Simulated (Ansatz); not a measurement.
# BClH2O2: the cost of one run

Computed with Ansatz 0.2.0, Gaussian basis. Level: PBE0-D4/def2-TZVP structures, single points in def2-TZVPP, no counterpoise correction.

Levels: SPW92, PBE-D4, BLYP-D4, r2SCAN-D4, B97M-V, PBE0-D4, B3LYP-D4, r2SCAN0-D4, BHLYP-D4, CAM-B3LYP-D4, wB97X-V, wB97M-V, B2PLYP, PBE-QIDH, RPA on PBE, Hartree-Fock, MP2, CCSD, CCSD(T).

Correlated methods freeze the cores. B3LYP uses VWN-RPA correlation. B2PLYP carries no dispersion term here.

95 further runs of the same task are left out: 1 that didn't finish, 94 set aside as unsound or not needed.

### 1 Starting geometry

The complex: 8 atoms, charge 0, spin multiplicity 1.

Atoms are counted from 1 here; the program's logs count them from 0.

Bond lengths: B1–Cl2 1.771 Å, B1–O3 1.349 Å, B1–O4 1.357 Å, O3–H7 0.962 Å, O4–H8 0.960 Å, H5–H6 0.747 Å. Angles: Cl2–B1–O3 118.0°, Cl2–B1–O4 120.9°, O3–B1–O4 121.1°, B1–O3–H7 112.0°, B1–O4–H8 113.5°.

Geometry (Å):

```mol
BClH4O2
  3D, bonds by distance, orders not assigned

  8  6  0  0  0  0  0  0  0  0999 V2000
    0.2428    0.7639    0.1500 B   0  0
    1.4592    0.4647    1.4023 Cl  0  0
    0.6731    0.9987   -1.1063 O   0  0
   -1.0804    0.7611    0.4489 O   0  0
    0.3747   -2.3411   -0.1879 H   0  0
   -0.3500   -2.3742   -0.3646 H   0  0
   -0.0560    1.1474   -1.7157 H   0  0
   -1.2634    0.5795    1.3732 H   0  0
  1  2  8  0
  1  3  8  0
  1  4  8  0
  3  7  8  0
  4  8  8  0
  5  6  8  0
M  END
```

Its parts: BClH2O2 holds atoms 1, 2, 3, 4, 7, 8; H2 holds atoms 5, 6. Each part counts its atoms afresh in its own runs.

### 2 Relaxing BClH2O2 alone

The input, relax-a/in.yaml:

```yaml
crystal:
  periodic: [false, false, false]
  atoms:
    - {symbol: B, position_ang: [0.242782, 0.763871, 0.150039]}
    - {symbol: Cl, position_ang: [1.459231, 0.464696, 1.402306]}
    - {symbol: O, position_ang: [0.673054, 0.998675, -1.106296]}
    - {symbol: O, position_ang: [-1.080417, 0.761150, 0.448893]}
    - {symbol: H, position_ang: [-0.055995, 1.147409, -1.715726]}
    - {symbol: H, position_ang: [-1.263357, 0.579501, 1.373178]}
basis:
  gaussian: {orbitals: def2-TZVP}
hamiltonian: {xc: pbe0, dispersion: d4}
relax: {f_tol: 0.005, max_steps: 200}
```

Run with:

```
$ ansatz run in.yaml --threads 2 --pin off --events-out ev --progress --plain --max-ram 4352MiB
```

**Question.** How long does this run take on 2 threads of Arm Neoverse V2, shared host?

About 8 s.
